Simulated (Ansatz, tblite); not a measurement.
# The cluster Ga6P4F6: removing and adding an electron

What does removing or adding an electron cost or gain for the cluster Ga6P4F6? Each charged state is run at several levels.

Method: as each input shows; program: Ansatz 0.2.0, Gaussian basis.

The runs, in order: charge +1 doublet, at the geometry of the singlet (PBE0-D4/def2-TZVP, PBE-D4/def2-TZVP, r2SCAN0-D4/def2-TZVP); charge -1 doublet, at the geometry of the singlet (PBE0-D4/def2-TZVP, PBE-D4/def2-TZVP, r2SCAN0-D4/def2-TZVP); the starting singlet's energies come from earlier runs.

## (1) The relaxed structure

The singlet was relaxed beforehand with PBE-D4/def2-SVP.

16 atoms, charge 0, spin multiplicity 1.

Atoms are counted from 1 here; the program's logs count them from 0.

Bond lengths: P1–P2 2.293 Å, P1–P3 2.266 Å, P1–P4 2.272 Å, P2–Ga6 2.398 Å, P2–F13 1.775 Å, P3–Ga6 2.511 Å, P3–Ga10 2.324 Å, P4–Ga9 2.439 Å, P4–Ga10 2.339 Å, Ga5–F11 2.057 Å, Ga6–Ga9 2.469 Å, Ga6–F12 1.783 Å, Ga7–F14 1.984 Å, Ga8–F14 2.050 Å, Ga9–F15 1.778 Å, Ga10–F16 1.769 Å. Angles: P2–P1–P3 99.0°, P2–P1–P4 114.6°, P3–P1–P4 101.8°, P1–P2–Ga6 78.7°, P1–P2–F13 86.6°, Ga6–P2–F13 103.0°, P1–P3–Ga6 76.8°, P1–P3–Ga10 78.6°, Ga6–P3–Ga10 98.1°, P1–P4–Ga9 86.1°, P1–P4–Ga10 78.2°, Ga9–P4–Ga10 80.4°, P2–Ga6–P3 89.8°, P2–Ga6–Ga9 89.3°, P2–Ga6–F12 126.0°, P3–Ga6–Ga9 94.1°, P3–Ga6–F12 116.4°, Ga9–Ga6–F12 130.6° and more.

As a file:

| atom | x (Å) | y (Å) | z (Å) |
| --- | --- | --- | --- |
| P1 | 0.38291 | 0.72823 | -0.15725 |
| P2 | 0.69555 | -0.82554 | -1.81445 |
| P3 | -0.93439 | -0.48906 | 1.22734 |
| P4 | 2.20741 | 1.10229 | 1.14437 |
| Ga5 | -3.12183 | -0.49401 | -0.63434 |
| Ga6 | 0.49472 | -2.23101 | 0.11791 |
| Ga7 | -2.00055 | 1.60399 | -3.40767 |
| Ga8 | -1.18022 | 2.97949 | -0.40487 |
| Ga9 | 2.61075 | -1.29740 | 0.98082 |
| Ga10 | 0.64962 | 0.33806 | 2.71263 |
| F11 | -2.68903 | 1.43978 | -1.18638 |
| F12 | -0.13012 | -3.90035 | 0.13848 |
| F13 | -0.99383 | -0.52774 | -2.26854 |
| F14 | -0.87388 | 2.91302 | -2.43052 |
| F15 | 4.24618 | -1.76187 | 1.50302 |
| F16 | 0.63673 | 0.42212 | 4.47948 |

## (2) Charge +1 doublet at the fixed geometry, PBE0-D4/def2-TZVP

in.yaml

```yaml
crystal:
  periodic: [false, false, false]
  atoms:
    - {symbol: P, position_ang: [0.382907, 0.728227, -0.157251]}
    - {symbol: P, position_ang: [0.695553, -0.825540, -1.814451]}
    - {symbol: P, position_ang: [-0.934394, -0.489058, 1.227341]}
    - {symbol: P, position_ang: [2.207414, 1.102286, 1.144371]}
    - {symbol: Ga, position_ang: [-3.121832, -0.494005, -0.634344]}
    - {symbol: Ga, position_ang: [0.494717, -2.231011, 0.117913]}
    - {symbol: Ga, position_ang: [-2.000553, 1.603987, -3.407666]}
    - {symbol: Ga, position_ang: [-1.180220, 2.979494, -0.404872]}
    - {symbol: Ga, position_ang: [2.610753, -1.297404, 0.980817]}
    - {symbol: Ga, position_ang: [0.649617, 0.338057, 2.712627]}
    - {symbol: F, position_ang: [-2.689026, 1.439779, -1.186384]}
    - {symbol: F, position_ang: [-0.130116, -3.900349, 0.138477]}
    - {symbol: F, position_ang: [-0.993834, -0.527741, -2.268543]}
    - {symbol: F, position_ang: [-0.873884, 2.913023, -2.430524]}
    - {symbol: F, position_ang: [4.246178, -1.761874, 1.503024]}
    - {symbol: F, position_ang: [0.636729, 0.422119, 4.479476]}
basis:
  gaussian: {orbitals: def2-TZVP, fitting: {mean_field: def2-universal-jkfit}}
total_charge: 1
magnetization: {spin_polarized: true, initial_magnetization: 1}
hamiltonian: {xc: pbe0, dispersion: d4}
scf: {omitted_lower_state_checks: [starts]}
output: {orbitals: {seedname: orbitals}}
```

Started as:

```console
ansatz run in.yaml --threads 2 --pin off --events-out ev --progress --plain --max-ram 32768MiB --backend cuda --devices 0, --max-vram 18GiB
```

What it wrote:

```text
Functional definition: PBE0
  name "PBE0"
  cite "Adamo & Barone, J. Chem. Phys. 110, 6158 (1999) doi:10.1063/1.478522"
  cite "Perdew, Burke & Ernzerhof, Phys. Rev. Lett. 77, 3865 (1996) doi:10.1103/PhysRevLett.77.3865"
  parent pbe
  parameter a = 0.25
  parameter kappa = 0.804
  parameter beta = 0.06672455060314922
  exchange = (1 - a)*pbe_x(kappa = kappa, mu = beta*pi^2/3) + a*exact_x
  correlation = pbe_c(beta = beta)
these checks for a lower state are left out or cut short: starts
2570 factors; integrals over basis functions are off by at most 1.6e0 eV
mean field evaluation 1: about -367643.9778 eV, gradient 8.7e1 eV
mean field evaluation 2: about -367516.3986 eV, gradient 2.1e2 eV
mean field evaluation 4: about -367665.5442 eV, gradient 1.6e1 eV
mean field evaluation 8: about -367666.7237 eV, gradient 2.5e-1 eV
mean field evaluation 16: about -367666.7214 eV, gradient 1.7e-2 eV
mean field evaluation 32: about -367666.7214 eV, gradient 4.2e-5 eV
mean field -367666.72140871 eV, -13511.5027983154 hartree, gradient 2.1e-5 eV, S^2 0.763483; 0 other end points of the search recorded, 0 dependent functions left out
reference -367666.72145835 eV, -13511.5028001396 hartree; 150, 149 occupied and 472, 473 virtual orbitals, 2570 factors
Total energy: -367668.05304327 eV, -13511.5517349830 hartree
Checks for a lower state left out: starts
```

Wall time 10 s (1 × H100 (card shared with other runs) with 2 threads of AMD EPYC 7R13, shared host); peak host memory 1.3 GiB.

From the report: HOMO -10.59 eV, LUMO -8.99 eV (over both spins); ⟨S²⟩ 0.763 (pure: 0.75).

## (3) Charge +1 doublet at the fixed geometry, PBE-D4/def2-TZVP

start.molden holds the orbitals of an earlier run on this state, given as this run's starting guess.

Edit in.yaml of step 2 so:

```diff
@@ -20,6 +20,6 @@
 basis:
-  gaussian: {orbitals: def2-TZVP, fitting: {mean_field: def2-universal-jkfit}}
+  gaussian: {orbitals: def2-TZVP, fitting: {mean_field: def2-universal-jkfit}, initial_orbitals: start.molden}
 total_charge: 1
 magnetization: {spin_polarized: true, initial_magnetization: 1}
-hamiltonian: {xc: pbe0, dispersion: d4}
+hamiltonian: {xc: pbe, dispersion: d4}
 scf: {omitted_lower_state_checks: [starts]}
```

Same command.

What it wrote:

```text
Functional definition: PBE
  name "PBE"
  cite "Perdew, Burke & Ernzerhof, Phys. Rev. Lett. 77, 3865 (1996) doi:10.1103/PhysRevLett.77.3865"
  parent pbe
  parameter kappa = 0.804
  parameter beta = 0.06672455060314922
  exchange = pbe_x(kappa = kappa, mu = beta*pi^2/3)
  correlation = pbe_c(beta = beta)
these checks for a lower state are left out or cut short: starts
2570 factors; integrals over basis functions are off by at most 1.6e0 eV
mean field evaluation 1: about -367658.1986 eV, gradient 1.9e1 eV
mean field evaluation 2: about -367658.8728 eV, gradient 7.9e-1 eV
mean field evaluation 4: about -367658.8846 eV, gradient 1.2e-1 eV
mean field evaluation 8: about -367658.8847 eV, gradient 2.6e-5 eV
mean field -367658.88468673 eV, -13511.2148040945 hartree, gradient 2.6e-5 eV, S^2 0.753525; 0 other end points of the search recorded, 0 dependent functions left out
reference -367658.88475352 eV, -13511.2148065490 hartree; 150, 149 occupied and 472, 473 virtual orbitals, 2570 factors
Total energy: -367660.38595573 eV, -13511.2699747128 hartree
Checks for a lower state left out: starts
```

Wall time 5.5 s (1 × H100 (card shared with other runs) with 2 threads of AMD EPYC 7R13, shared host); peak host memory 1.1 GiB.

HOMO -9.68 eV, LUMO -9.33 eV (over both spins); ⟨S²⟩ 0.754 (pure: 0.75).

## (4) Charge +1 doublet at the fixed geometry, r2SCAN0-D4/def2-TZVP

Edit in.yaml of step 3 so:

```diff
@@ -23,3 +23,3 @@
 magnetization: {spin_polarized: true, initial_magnetization: 1}
-hamiltonian: {xc: pbe, dispersion: d4}
+hamiltonian: {xc: {name: r2SCAN0}, dispersion: d4}
 scf: {omitted_lower_state_checks: [starts]}
```

The command is unchanged.

What it wrote, cut to the lines that bear on the results:

```text
Functional definition: r2SCAN0
  name "r2SCAN0"
  cite "Bursch, Neugebauer, Ehlert & Grimme, J. Chem. Phys. 156, 134105 (2022) doi:10.1063/5.0086040"
  cite "Furness, Kaplan, Ning, Perdew & Sun, J. Phys. Chem. Lett. 11, 8208 (2020) doi:10.1021/acs.jpclett.0c02405"
  cite "Furness, Kaplan, Ning, Perdew & Sun, J. Phys. Chem. Lett. 11, 9248 (2020) doi:10.1021/acs.jpclett.0c03077"
  parent r2scan
[...]
2570 factors; integrals over basis functions are off by at most 1.6e0 eV
[...]
mean field -367718.88963143 eV, -13513.4199451396 hartree, gradient 2.4e-5 eV, S^2 0.774902; 0 other end points of the search recorded, 0 dependent functions left out
reference -367718.88965106 eV, -13513.4199458610 hartree; 150, 149 occupied and 472, 473 virtual orbitals, 2570 factors
Total energy: -367719.34643374 eV, -13513.4367323148 hartree
Checks for a lower state left out: starts
```

Wall time 11 s (1 × H100 (card shared with other runs) with 2 threads of AMD EPYC 7R13, shared host); peak host memory 1.3 GiB.

HOMO -10.76 eV, LUMO -9.03 eV (over both spins); ⟨S²⟩ 0.775 (pure: 0.75).

## (5) Vertical ionisation energy

Charged state less starting state, singlet to doublet; the starting state's energies are those of its earlier runs.

| level | vertical ionisation energy (eV) | time |
| --- | --- | --- |
| PBE-D4/def2-TZVP | +7.46 | 14 s |
| PBE0-D4/def2-TZVP | +7.73 | 22 s |
| r2SCAN0-D4/def2-TZVP | +7.82 | 19 s |

Times add the two runs; a level without a time comes out of a correlated run.

Beside −ε(HOMO) of the starting state:

| level | −ε(HOMO) (eV) | by difference (eV) | mismatch (eV) |
| --- | --- | --- | --- |
| PBE-D4/def2-TZVP | 5.53 | 7.46 | -1.93 |
| PBE0-D4/def2-TZVP | 6.43 | 7.73 | -1.30 |
| r2SCAN0-D4/def2-TZVP | 6.59 | 7.82 | -1.23 |

## (6) Charge -1 doublet at the fixed geometry, PBE0-D4/def2-TZVP

Edit in.yaml of step 4 so:

```diff
@@ -20,6 +20,6 @@
 basis:
-  gaussian: {orbitals: def2-TZVP, fitting: {mean_field: def2-universal-jkfit}, initial_orbitals: start.molden}
-total_charge: 1
+  gaussian: {orbitals: def2-TZVP, fitting: {mean_field: def2-universal-jkfit}}
+total_charge: -1
 magnetization: {spin_polarized: true, initial_magnetization: 1}
-hamiltonian: {xc: {name: r2SCAN0}, dispersion: d4}
+hamiltonian: {xc: pbe0, dispersion: d4}
 scf: {omitted_lower_state_checks: [starts]}
```

Same command.

What it wrote, cut to the lines that bear on the results:

```text
Functional definition: PBE0
  name "PBE0"
  cite "Adamo & Barone, J. Chem. Phys. 110, 6158 (1999) doi:10.1063/1.478522"
  cite "Perdew, Burke & Ernzerhof, Phys. Rev. Lett. 77, 3865 (1996) doi:10.1103/PhysRevLett.77.3865"
  parent pbe
[...]
2570 factors; integrals over basis functions are off by at most 1.6e0 eV
[...]
mean field -367676.36790281 eV, -13511.8573004350 hartree, gradient 2.2e-5 eV, S^2 0.758899; 0 other end points of the search recorded, 0 dependent functions left out
reference -367676.36795097 eV, -13511.8573022048 hartree; 151, 150 occupied and 471, 472 virtual orbitals, 2570 factors
Total energy: -367677.73842010 eV, -13511.9076660166 hartree
Checks for a lower state left out: starts
```

It took 11 s on 1 × H100 (card shared with other runs) with 2 threads of AMD EPYC 7R13, shared host; peak host memory 1.3 GiB.

HOMO -0.73 eV, LUMO 0.76 eV (over both spins); ⟨S²⟩ 0.759 (pure: 0.75).

## (7) Charge -1 doublet at the fixed geometry, PBE-D4/def2-TZVP

Edit in.yaml of step 6 so:

```diff
@@ -20,6 +20,6 @@
 basis:
-  gaussian: {orbitals: def2-TZVP, fitting: {mean_field: def2-universal-jkfit}}
+  gaussian: {orbitals: def2-TZVP, fitting: {mean_field: def2-universal-jkfit}, initial_orbitals: start.molden}
 total_charge: -1
 magnetization: {spin_polarized: true, initial_magnetization: 1}
-hamiltonian: {xc: pbe0, dispersion: d4}
+hamiltonian: {xc: pbe, dispersion: d4}
 scf: {omitted_lower_state_checks: [starts]}
```

The command is unchanged.

What it wrote:

```text
Functional definition: PBE
  name "PBE"
  cite "Perdew, Burke & Ernzerhof, Phys. Rev. Lett. 77, 3865 (1996) doi:10.1103/PhysRevLett.77.3865"
  parent pbe
  parameter kappa = 0.804
  parameter beta = 0.06672455060314922
  exchange = pbe_x(kappa = kappa, mu = beta*pi^2/3)
  correlation = pbe_c(beta = beta)
these checks for a lower state are left out or cut short: starts
2570 factors; integrals over basis functions are off by at most 1.6e0 eV
mean field evaluation 1: about -367667.6021 eV, gradient 1.9e1 eV
mean field evaluation 2: about -367668.2740 eV, gradient 7.9e-1 eV
mean field evaluation 4: about -367668.2944 eV, gradient 1.9e-1 eV
mean field evaluation 8: about -367668.2950 eV, gradient 7.7e-5 eV
mean field evaluation 16: about -367668.2950 eV, gradient 7.8e-6 eV
mean field -367668.29500375 eV, -13511.5606268665 hartree, gradient 7.8e-6 eV, S^2 0.753467; 0 other end points of the search recorded, 0 dependent functions left out
reference -367668.29506797 eV, -13511.5606292267 hartree; 151, 150 occupied and 471, 472 virtual orbitals, 2570 factors
Total energy: -367669.83969042 eV, -13511.6173930546 hartree
Checks for a lower state left out: starts
```

It took 6.5 s on 1 × H100 (card shared with other runs) with 2 threads of AMD EPYC 7R13, shared host; peak host memory 1.2 GiB.

From the report: HOMO -0.22 eV, LUMO 0.10 eV (over both spins); ⟨S²⟩ 0.753 (pure: 0.75).

## (8) Charge -1 doublet at the fixed geometry, r2SCAN0-D4/def2-TZVP

Edit in.yaml of step 7 so:

```diff
@@ -23,3 +23,3 @@
 magnetization: {spin_polarized: true, initial_magnetization: 1}
-hamiltonian: {xc: pbe, dispersion: d4}
+hamiltonian: {xc: {name: r2SCAN0}, dispersion: d4}
 scf: {omitted_lower_state_checks: [starts]}
```

The command is unchanged.

What it wrote, cut to the lines that bear on the results:

```text
Functional definition: r2SCAN0
  name "r2SCAN0"
  cite "Bursch, Neugebauer, Ehlert & Grimme, J. Chem. Phys. 156, 134105 (2022) doi:10.1063/5.0086040"
  cite "Furness, Kaplan, Ning, Perdew & Sun, J. Phys. Chem. Lett. 11, 8208 (2020) doi:10.1021/acs.jpclett.0c02405"
  cite "Furness, Kaplan, Ning, Perdew & Sun, J. Phys. Chem. Lett. 11, 9248 (2020) doi:10.1021/acs.jpclett.0c03077"
  parent r2scan
[...]
2570 factors; integrals over basis functions are off by at most 1.6e0 eV
[...]
mean field -367728.75048130 eV, -13513.7823246882 hartree, gradient 2.6e-5 eV, S^2 0.765993; 0 other end points of the search recorded, 0 dependent functions left out
reference -367728.75050120 eV, -13513.7823254197 hartree; 151, 150 occupied and 471, 472 virtual orbitals, 2570 factors
Total energy: -367729.22189822 eV, -13513.7996489405 hartree
Checks for a lower state left out: starts
```

Wall time 10 s (1 × H100 (card shared with other runs) with 2 threads of AMD EPYC 7R13, shared host); peak host memory 1.3 GiB.

HOMO -0.90 eV, LUMO 0.76 eV (over both spins); ⟨S²⟩ 0.766 (pure: 0.75).

## (9) Vertical electron affinity

Starting state less charged state (positive: the electron is bound), singlet to doublet; the starting state's energies are those of its earlier runs.

| level | vertical electron affinity (eV) | time |
| --- | --- | --- |
| PBE-D4/def2-TZVP | +2.00 | 15 s |
| PBE0-D4/def2-TZVP | +1.96 | 22 s |
| r2SCAN0-D4/def2-TZVP | +2.05 | 19 s |

Times add the two runs; a level without a time comes out of a correlated run.

Beside −ε(LUMO) of the starting state:

| level | −ε(LUMO) (eV) | by difference (eV) | mismatch (eV) |
| --- | --- | --- | --- |
| PBE-D4/def2-TZVP | 3.75 | 2.00 | +1.75 |
| PBE0-D4/def2-TZVP | 3.14 | 1.96 | +1.18 |
| r2SCAN0-D4/def2-TZVP | 3.16 | 2.05 | +1.11 |

## (10) What came out

| quantity | value |
| --- | --- |
| vertical ionisation energy, functionals in def2-TZVP | 7.46 (PBE-D4) to 7.82 eV (r2SCAN0-D4) |
| vertical electron affinity, functionals in def2-TZVP | 1.96 (PBE0-D4) to 2.05 eV (r2SCAN0-D4) |

What this shows: The vertical ionisation energy spans 7.46 to 7.82 eV over the functionals. −ε(HOMO) misses the level's own difference by -1.23 eV at best (r2SCAN0-D4) and -1.93 eV at worst (PBE-D4). The vertical electron affinity spans 1.96 to 2.05 eV over the functionals. −ε(LUMO) misses the level's own difference by +1.11 eV at best (r2SCAN0-D4) and +1.75 eV at worst (PBE-D4).
